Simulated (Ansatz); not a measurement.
# Sn2TeO2: the cost of one run

Method: DFT PBE, scalar-relativistic, plane waves, PAW, in Ansatz 0.2.0.

## Step 1: The system as given

Symmetry: P-6m2, No. 187, hexagonal system. Conventional cell: a = 4.356 Å, b = 4.356 Å, c = 7.872 Å, α = 90.00°, β = 90.00°, γ = 120.00°. Sn (site symmetry 3m) has 1 Sn at 2.33 Å and 1 O at 2.77 Å as nearest neighbours. Around Te (site symmetry -6m2) lie 6 O at 2.52 Å. O (site symmetry -6m2) has 3 Te at 2.52 Å and 3 O at 2.52 Å and 2 Sn at 2.77 Å as nearest neighbours. O (site symmetry -6m2) is surrounded by 3 Te at 2.52 Å and 3 O at 2.52 Å.

Coordinates:

```xyz
5
Lattice="4.3564 0.0000 0.0000 -2.1782 3.7727 0.0000 0.0000 0.0000 7.8721" Properties=species:S:1:pos:R:3 pbc="T T T"
Sn    0.0000    0.0000    5.1013
Sn    0.0000    0.0000    2.7708
Te    2.1782    1.2576    0.0000
O     0.0000    0.0000    0.0000
O     0.0000    2.5152    0.0000
```

A structure generator made this guess: random cell by space group and Wyckoff sites (P-6m2, No. 187). Its size is a rough estimate.

## Step 2: The guess as it stands, on a coarse mesh

input.yaml reads:

```yaml
crystal:
  lattice:
    - [4.35636837, 0.0, 0.0]
    - [-2.17818418, 3.77272567, 0.0]
    - [0.0, 0.0, 7.87207878]
  atoms:
    - { symbol: Sn, position: [0.0, 0.0, 0.64802035] }
    - { symbol: Sn, position: [0.0, 0.0, 0.35197965] }
    - { symbol: Te, position: [0.66666667, 0.33333333, 0.0] }
    - { symbol: O, position: [0.0, 0.0, 0.0] }
    - { symbol: O, position: [0.33333333, 0.66666667, 0.0] }
basis:
  ecutwfc: 420
kpoints:
  mp_grid: { grid: [6, 6, 2] }
hamiltonian:
  xc: pbe
scf:
  occupations: { method: gaussian, width: 0.1 }
  lower_state_search: "off"
output:
  forces: true
  stress: true
  eigenvalues: true
```

Started as:

```bash
$ ansatz run input.yaml --threads 1 --pin off --max-ram 2560MiB --backend cpu --events-out ev --progress --plain --runs-dir out
```

Q: Estimate wall time and peak memory on 1 thread of Intel Xeon 6975P-C (Granite Rapids), shared host.

About 2.8 s, with a peak of 0.39 GiB.
